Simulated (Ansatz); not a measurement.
# CH₆SSiSn: one species, many methods

One table from this session's results is given with a row withheld; the runs are named, their logs left out.

Program: Ansatz 0.2.0, Gaussian basis. Level of theory: functionals in def2-TZVPP, the program's frozen cores in correlated methods. These are calculated values, not measurements.

Plan: PBE-D4, r2SCAN-D4, PBE0-D4, B3LYP-D4, ωB97X-V, ωB97M-V, B2PLYP; CCSD(T)/def2-TZVPP; MP2/def2-QZVPP; extrapolation to the limit.

## The relaxed structure

The geometry comes from an earlier relaxation with PBE0-D4 in a triple-zeta def2 set; it is a stationary point, not always the lowest conformer. Sn takes the def2 core potential; no spin-orbit term is included.

SMILES `S=C[SiH2][SnH3]`, 10 atoms, charge 0, spin multiplicity 1.

Atoms are counted from 1 here; the program's logs count them from 0.

Bond lengths: S1–C2 1.613 Å, C2–Si3 1.875 Å, C2–H5 1.095 Å, Si3–Sn4 2.572 Å, Si3–H6 1.483 Å, Si3–H7 1.490 Å, Sn4–H8 1.707 Å, Sn4–H9 1.705 Å, Sn4–H10 1.707 Å. Angles: S1–C2–Si3 123.7°, S1–C2–H5 118.8°, Si3–C2–H5 117.5°, C2–Si3–Sn4 106.8°, C2–Si3–H6 109.7°, C2–Si3–H7 109.7°, Sn4–Si3–H6 111.0°, Sn4–Si3–H7 109.0°, H6–Si3–H7 110.6°, Si3–Sn4–H8 109.9°, Si3–Sn4–H9 109.9°, Si3–Sn4–H10 110.7°, H8–Sn4–H9 108.7°, H8–Sn4–H10 108.5°, H9–Sn4–H10 109.1°.

The first run:

Input file in.yaml:

```yaml
crystal:
  periodic: [false, false, false]
  atoms:
    - {symbol: S, position_ang: [-2.525697, 1.235121, -1.204066]}
    - {symbol: C, position_ang: [-1.084750, 0.559080, -1.465170]}
    - {symbol: Si, position_ang: [0.421776, 0.876059, -0.395476]}
    - {symbol: Sn, position_ang: [0.561569, -1.065220, 1.285839]}
    - {symbol: H, position_ang: [-0.982178, -0.164946, -2.280384]}
    - {symbol: H, position_ang: [0.273318, 2.174249, 0.304904]}
    - {symbol: H, position_ang: [1.648067, 0.873855, -1.241076]}
    - {symbol: H, position_ang: [0.634069, -2.553309, 0.451938]}
    - {symbol: H, position_ang: [-0.819286, -1.065505, 2.286466]}
    - {symbol: H, position_ang: [1.956112, -0.920483, 2.260024]}
basis:
  gaussian: {orbitals: def2-TZVPP}
hamiltonian: {xc: pbe, dispersion: d4}
output: {forces: true, orbitals: {seedname: orbitals}}
```

Run with:

```sh
> ansatz run in.yaml --threads 4 --pin off --events-out ev --progress --plain --max-ram 10444MiB
```

Among the steps run: PBE-D4 (GGA); r2SCAN-D4 (meta-GGA); PBE0-D4 (hybrid); B3LYP-D4 (hybrid); ωB97X-V (range-separated); ωB97M-V (range-separated); B2PLYP (double hybrid); CCSD(T) in def2-TZVPP; MP2 in def2-QZVPP.

One table of the session follows, with a row left open; its other results are not shown here.

| method | atomisation energy (kcal/mol) |
| --- | --- |
| PBE-D4 | 693.7 |
| r2SCAN-D4 | 690.1 |
| PBE0-D4 | 684.9 |
| B3LYP-D4 | 687.4 |
| ωB97X-V | 695.5 |
| ωB97M-V | ? |
| B2PLYP | 676.7 |
| HF/def2-TZVPP | 488.5 |
| MP2/def2-TZVPP | 668.9 |
| CCSD/def2-TZVPP | 661.5 |
| CCSD(T)/def2-TZVPP | 673.6 |
| MP2/CBS | 688.6 |
| CCSD(T)/CBS | 693.3 |

**Question.** Estimate the row for ωB97M-V.

**Answer.** atomisation energy (kcal/mol): 690.5. In the column «atomisation energy (kcal/mol)» it lies between r2SCAN-D4 (690.1) and CCSD(T)/CBS (693.3).
